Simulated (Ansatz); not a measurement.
# CH6S2Si: the cost of one run

Program: Ansatz 0.2.0, Gaussian basis. Level of theory: PBE/def2-SVP. These are calculated values, not measurements.

### Step 1. Structure used throughout

The structure was relaxed beforehand with PBE0-D4 in a triple-zeta def2 set.

10 atoms, charge 0, spin multiplicity 1.

Atoms are counted from 1 here; the program's logs count them from 0.

Bond lengths: C1–Si2 1.861 Å, C1–H5 1.092 Å, C1–H6 1.093 Å, C1–H7 1.092 Å, Si2–S3 2.151 Å, Si2–H8 1.487 Å, Si2–H9 1.489 Å, S3–S4 2.065 Å, S4–H10 1.346 Å. Angles: Si2–C1–H5 110.7°, Si2–C1–H6 110.1°, Si2–C1–H7 110.3°, H5–C1–H6 108.6°, H5–C1–H7 108.7°, H6–C1–H7 108.3°, C1–Si2–S3 112.2°, C1–Si2–H8 110.9°, C1–Si2–H9 111.6°, S3–Si2–H8 108.5°, S3–Si2–H9 103.8°, H8–Si2–H9 109.5°, Si2–S3–S4 98.3°, S3–S4–H10 98.1°.

### Step 2. The run

Input file in.yaml:

```yaml
crystal:
  periodic: [false, false, false]
  atoms:
    - {symbol: C, position_ang: [-0.315983, 1.355340, -0.449788]}
    - {symbol: Si, position_ang: [0.315958, -0.365237, -0.769975]}
    - {symbol: S, position_ang: [1.476723, -1.123154, 0.874834]}
    - {symbol: S, position_ang: [0.011137, -1.055983, 2.327555]}
    - {symbol: H, position_ang: [0.512896, 2.050981, -0.305882]}
    - {symbol: H, position_ang: [-0.916904, 1.698999, -1.296088]}
    - {symbol: H, position_ang: [-0.942593, 1.368790, 0.444112]}
    - {symbol: H, position_ang: [-0.807140, -1.304697, -1.027133]}
    - {symbol: H, position_ang: [1.263225, -0.397381, -1.918100]}
    - {symbol: H, position_ang: [-0.514120, -2.278758, 2.123365]}
basis:
  gaussian: {orbitals: def2-SVP}
hamiltonian: {xc: {name: PBE}}
md: {timestep: 1 fs, n_steps: 20, ensemble: nvt_langevin, temperature: 1000, initial_velocities: maxwell_boltzmann, friction: 0.01, seed: 964}
```

Command:

```sh
$ ansatz run in.yaml --threads 2 --pin off --events-out ev --progress --plain --max-ram 4352MiB
```

What time and memory should one allow on 2 threads of Arm Neoverse V1, shared host?

About 38 s, with a peak of 0.51 GiB.
